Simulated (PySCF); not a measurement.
**CsHg+: bond curves at several levels of theory**

An exercise on one series of results from a longer session: the logs are not shown, and one member is left open.

Method: Cs def2-SVP with ECP46, Hg def2-SVP with ECP60, scalar-relativistic core potentials; program: PySCF 2.14.0.

The first run:

Settings of the job:

* atoms: Cs, Hg
* charge: 1
* basis: Cs def2-SVP with ECP46, Hg def2-SVP with ECP60
* Hamiltonian: scalar-relativistic core potentials
* basis functions: 56
* electrons treated: 28
* masses in u: 132.9054, 201.9706
* levels: PBE0, PBE, r²SCAN, r²SCANh, PBEsol, LDA, CAM-B3LYP, HF, MP2, SCS-MP2, CCSD, CCSD(T)
* grid: 80 radial by 434 angular points
* occupations: held fixed by the projection of orbital angular momentum
* dissociation limit: Cs+ + Hg, each in its ground configuration
* starting distance in angstrom: 3.680
* values of 2S to try: 0, 2

The run is started by

```sh
> OMP_NUM_THREADS=1 python dia.py task.json out
```

Among the steps run: Set-up; First curve: PBE0; Other states along the same grid; PBE (GGA); r²SCAN (meta-GGA); r²SCANh (hybrid meta-GGA); PBEsol (GGA); LDA (local density); CAM-B3LYP; RHF (mean field); Adding correlation.

One table of the session follows, with a row left open; its other results are not shown here.

Energy (eV) from each level's lowest point:

| R (Å) | RHF | RHF-MP2 | RHF-SCS-MP2 | RHF-CCSD | RHF-CCSD(T) |
| --- | --- | --- | --- | --- | --- |
| 3.474 | 0.201 | 0.073 | 0.088 | n/a | n/a |
| 3.636 | 0.108 | 0.023 | 0.032 | 0.038 | 0.036 |
| 3.798 | 0.052 | 0.003 | 0.006 | 0.009 | 0.008 |
| 3.919 | 0.026 | 0.000 | 0.000 | 0.001 | 0.000 |
| 4.040 | 0.011 | 0.003 | 0.000 | 0.000 | 0.000 |
| 4.161 | 0.003 | 0.010 | 0.005 | 0.004 | 0.004 |
| 4.323 | 0.000 | 0.022 | 0.015 | 0.013 | 0.014 |
| 4.525 | ? | ? | ? | ? | ? |
| 4.767 | 0.013 | 0.059 | 0.048 | 0.046 | 0.048 |
| 5.090 | 0.028 | 0.081 | 0.069 | n/a | n/a |

Q: Estimate the row for R (Å) = 4.525 from the others.

Worked estimate for «RHF». A straight line through the neighbours (4.323, 0.000) and (4.767, 0.013) gives 0.000 + (0.013 − 0.000) × (4.525 − 4.323) / (4.767 − 4.323) = 0.006; a parabola fitted to 4 rows on both sides gives 0.005.

As computed: RHF: 0.004; RHF-MP2: 0.040; RHF-SCS-MP2: 0.030; RHF-CCSD: 0.028; RHF-CCSD(T): 0.030. In «RHF» the line misses by +0.002 and the parabola by +0.001.

Caveats from the session: The bond is weak, and basis-set superposition, which was not computed, may be a sizeable part of it.
